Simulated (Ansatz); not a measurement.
# CH7F2NSi2: vertical ionisation energy

One table from this session's results is given with a row withheld; the runs are named, their logs left out.

Program: Ansatz 0.2.0, Gaussian basis. Level of theory: unrestricted cation, the program's frozen cores in correlated methods. These are calculated values, not measurements.

Levels to be run: UKS PBE-D4/def2-TZVPP; UKS r2SCAN-D4/def2-TZVPP; UKS PBE0-D4/def2-TZVPP; UKS B3LYP-D4/def2-TZVPP; UKS wB97X-V/def2-TZVPP; UKS wB97M-V/def2-TZVPP; UKS B2PLYP/def2-TZVPP; UHF-CCSD(T)/def2-TZVPP; UHF-MP2/def2-QZVPP; extrapolation to the limit; then −ε(HOMO) from the neutral's earlier runs with LDA (SPW92), PBE-D4, revPBE-D4, BLYP-D4, r2SCAN-D4, B97M-V, PBE0-D4, B3LYP-D4, r2SCANh-D4, r2SCAN0-D4, HSE06-D4, BHLYP-D4, CAM-B3LYP-D4, LC-ωPBE, ωB97X-V, ωB97M-V.

## Structure used throughout

An earlier PBE0-D4 in a triple-zeta def2 set relaxation fixed the geometry.

13 atoms, charge 0, spin multiplicity 1.

Atoms are counted from 1 here; the program's logs count them from 0.

Bond lengths: C1–Si2 1.850 Å, C1–H7 1.092 Å, C1–H8 1.094 Å, C1–H9 1.092 Å, Si2–F3 1.603 Å, Si2–N4 1.719 Å, Si2–H10 1.481 Å, N4–Si5 1.710 Å, N4–H11 1.012 Å, Si5–F6 1.601 Å, Si5–H12 1.480 Å, Si5–H13 1.478 Å. Angles: Si2–C1–H7 110.7°, Si2–C1–H8 110.9°, Si2–C1–H9 110.8°, H7–C1–H8 108.2°, H7–C1–H9 108.4°, H8–C1–H9 107.7°, C1–Si2–F3 107.1°, C1–Si2–N4 111.6°, C1–Si2–H10 114.1°, F3–Si2–N4 110.3°, F3–Si2–H10 106.7°, N4–Si2–H10 106.9°, Si2–N4–Si5 128.0°, Si2–N4–H11 116.2°, Si5–N4–H11 115.8°, N4–Si5–F6 111.7°, N4–Si5–H12 110.0°, N4–Si5–H13 108.6° and more.

Set-up of the first run:

File in.yaml:

```yaml
crystal:
  periodic: [false, false, false]
  atoms:
    - {symbol: C, position_ang: [-0.544271, -1.754905, 1.285397]}
    - {symbol: Si, position_ang: [0.604601, -0.698045, 0.292527]}
    - {symbol: F, position_ang: [1.531969, -1.686713, -0.563971]}
    - {symbol: N, position_ang: [-0.253887, 0.365200, -0.749707]}
    - {symbol: Si, position_ang: [0.100736, 1.998151, -1.111330]}
    - {symbol: F, position_ang: [-0.751646, 3.004011, -0.203371]}
    - {symbol: H, position_ang: [-1.167464, -1.139312, 1.938012]}
    - {symbol: H, position_ang: [-1.202050, -2.336102, 0.633111]}
    - {symbol: H, position_ang: [0.015379, -2.458628, 1.905631]}
    - {symbol: H, position_ang: [1.513799, 0.138883, 1.107978]}
    - {symbol: H, position_ang: [-1.078531, -0.015848, -1.194642]}
    - {symbol: H, position_ang: [-0.274832, 2.300101, -2.510553]}
    - {symbol: H, position_ang: [1.526499, 2.248507, -0.814182]}
basis:
  gaussian: {orbitals: def2-TZVPP}
total_charge: 1
magnetization: {spin_polarized: true, initial_magnetization: 1}
hamiltonian: {xc: pbe, dispersion: d4}
```

On the command line:

```console
> ansatz run in.yaml --threads 2 --pin off --events-out ev --progress --plain --max-ram 32768MiB --backend cuda --devices 0, --max-vram 18GiB
```

Steps of the session up to this table: Cation, UKS PBE-D4/def2-TZVPP; Cation, UKS r2SCAN-D4/def2-TZVPP; Cation, UKS PBE0-D4/def2-TZVPP; Cation, UKS B3LYP-D4/def2-TZVPP; Cation, UKS wB97X-V/def2-TZVPP; Cation, UKS wB97M-V/def2-TZVPP; Cation, UKS B2PLYP (frozen core)/def2-TZVPP; Cation, UHF-CCSD(T)/def2-TZVPP; Cation, UHF-MP2/def2-QZVPP.

One table of the session follows, with a row left open; its other results are not shown here.

Orbital estimates, from the neutral's runs:

| functional | −ε(HOMO) (eV) |
| --- | --- |
| LDA (SPW92) | 7.32 |
| PBE-D4 | 7.13 |
| revPBE-D4 | 7.06 |
| BLYP-D4 | 6.98 |
| r2SCAN-D4 | 7.44 |
| B97M-V | ? |
| PBE0-D4 | 8.56 |
| B3LYP-D4 | 8.29 |
| r2SCANh-D4 | 7.98 |
| r2SCAN0-D4 | 8.78 |
| HSE06-D4 | 8.15 |
| BHLYP-D4 | 9.88 |
| CAM-B3LYP-D4 | 9.98 |
| LC-ωPBE | 11.40 |
| ωB97X-V | 11.02 |
| ωB97M-V | 10.92 |

Estimate the missing values for B97M-V.

**Answer.** −ε(HOMO) (eV): 7.56. In the column «−ε(HOMO) (eV)» it lies between r2SCAN-D4 (7.44) and r2SCANh-D4 (7.98).
